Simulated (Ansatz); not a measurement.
# BGeH5O, SMILES O[BH][GeH3]: the energy of protonation at one site

Program: Ansatz 0.2.0, Python API.

Contents of `bgeh5o.xyz`:
```text
8

O    -1.57610    0.74540   -0.78030
B    -0.20730    0.45440   -0.82420
Ge    0.65220   -0.32690    0.79550
H    -2.00660   -0.02340   -1.10100
H     0.43040    0.64550   -1.81970
H    -0.36140   -0.46100    1.94210
H     1.29590   -1.71830    0.46190
H     1.86520    0.62710    1.27000
```

Run as a notebook:

**Cell 1**
```python
import ansatz as az
import numpy as np
```

**Cell 2**
```python
geometry = az.Crystal.molecule_from_extxyz("bgeh5o.xyz")
```

**Cell 3**
```python
calculation = (
    geometry.calculation()
    .basis(gaussian="def2-SVP")
    .functional("b3lyp", dispersion="d4")
)
symbols = [site.symbol for site in geometry.cartesian_sites]
start = np.array([site.position_ang for site in geometry.cartesian_sites], dtype=float)
data = calculation.relax(force_tolerance=0.01, max_steps=100).run(threads=1, pin="off").report
end = np.array(data["positions_ang"])
```

**Cell 4**
```python
# put the proton on the side away from the neighbours, slightly off axis
away = sum((end[0] - end[j]) / np.linalg.norm(end[0] - end[j]) for j in [1, 3]) + np.array([0.15, 0.1, -0.2])
proton = end[0] + 1.0 * away / np.linalg.norm(away)
acid = az.Crystal.molecule()
for symbol, place in zip(symbols, end):
    acid = acid.atom(symbol, place.tolist())
acid = acid.atom("H", proton.tolist())
protonated = acid.calculation()
protonated = protonated.basis(gaussian="def2-SVP").functional("b3lyp", dispersion="d4")
protonated = protonated.charge(1)
protonated = protonated.relax(force_tolerance=0.01, max_steps=80)
after = protonated.run(threads=1, pin="off").report
xyz = np.array(after["positions_ang"])
reach = np.linalg.norm(xyz[:-1] - xyz[-1], axis=1)
print(f"base {data['free_energy_ev']:.5f} eV, protonated {after['free_energy_ev']:.5f} eV")
print(f"the proton ends {reach.min():.3f} A from {symbols[reach.argmin()]}{reach.argmin()}")
print(f"electronic proton affinity {96.485332 * (data['free_energy_ev'] - after['free_energy_ev']):.1f} kJ/mol")
```
Output:
```text
base -59316.13295 eV, protonated -59323.72825 eV
the proton ends 0.981 A from O0
electronic proton affinity 732.8 kJ/mol
```

Notes:
- The settings weren't tested for convergence.
- The proton is put on one chosen atom, which needn't be the most basic site, so the molecule's proton affinity can be higher; the ends are stationary points, not checked by frequencies, and zero-point and thermal terms count only where printed.
- b3lyp holds the VWN-RPA fit, as in Gaussian; the form of ORCA and Turbomole is b3lyp5.
- The whole script took 88 s on 1 thread of Arm Neoverse V1 (shared host), peak memory 0.25 GiB.
